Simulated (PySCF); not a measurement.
# SbH: bond curves at several levels of theory

One table from this session's results is given with a row withheld; the runs are named, their logs left out.

Method: Sb def2-TZVPPD with ECP28, H def2-TZVPPD, scalar-relativistic core potentials; program: PySCF 2.14.0.

Set-up of the first run:

A driver script around PySCF takes these settings:

```json
{
  "atoms": "Sb, H",
  "charge": "0",
  "basis": "Sb def2-TZVPPD with ECP28, H def2-TZVPPD",
  "Hamiltonian": "scalar-relativistic core potentials",
  "basis functions": "73",
  "electrons treated": "24",
  "masses in u": "120.9038, 1.0078",
  "levels": "PBE0, PBE, r²SCAN, B3LYP, BHandHLYP, MN15, BLYP, PBEsol, LC-ωPBE, HF, MP2, SCS-MP2, CCSD, CCSD(T)",
  "grid": "80 radial by 434 angular points",
  "occupations": "held fixed by the projection of orbital angular momentum",
  "dissociation limit": "Sb + H, each in its ground configuration",
  "starting distance in angstrom": "1.685",
  "values of 2S to try": "0, 2, 4"
}
```

Started as:

```bash
$ OMP_NUM_THREADS=1 python dia.py task.json out
```

Steps of the session up to this table: Input; PBE0 along the bond; Other states along the same grid; PBE (GGA); r²SCAN (meta-GGA); B3LYP (global hybrid GGA); BHandHLYP; MN15; BLYP (GGA); PBEsol; LC-ωPBE; UHF (mean field); Correlated methods on the Hartree–Fock reference.

One table of the session follows, with a row left open; its other results are not shown here.

It belongs to the step «The curves together». Energy (eV) from each level's lowest point:

```
R (Å)    UHF  UHF-MP2  UHF-SCS-MP2  UHF-CCSD  UHF-CCSD(T)
1.477  0.539    0.480        0.501       n/a          n/a
1.545  0.235    0.200        0.214     0.224        0.231
1.614  0.066    0.049        0.058     0.064        0.068
1.665  0.010    0.003        0.007     0.010        0.012
1.717  0.000    0.000        0.000     0.000        0.000
1.768  0.028    0.033        0.029     0.026        0.023
1.837  0.113    0.120        0.112     0.103        0.096
1.923      ?        ?            ?         ?            ?
2.026  0.512    0.520        0.511     0.469        0.449
2.163  0.840    0.925        0.949       n/a          n/a
```

Q: Estimate the row for R (Å) = 1.923 from the others.

Worked estimate for «UHF». A straight line through the neighbours (1.837, 0.113) and (2.026, 0.512) gives 0.113 + (0.512 − 0.113) × (1.923 − 1.837) / (2.026 − 1.837) = 0.295; a parabola fitted to 4 rows on both sides gives 0.285.

As computed: UHF: 0.272; UHF-MP2: 0.279; UHF-SCS-MP2: 0.267; UHF-CCSD: 0.248; UHF-CCSD(T): 0.236. In «UHF» the line misses by +0.023 and the parabola by +0.013.
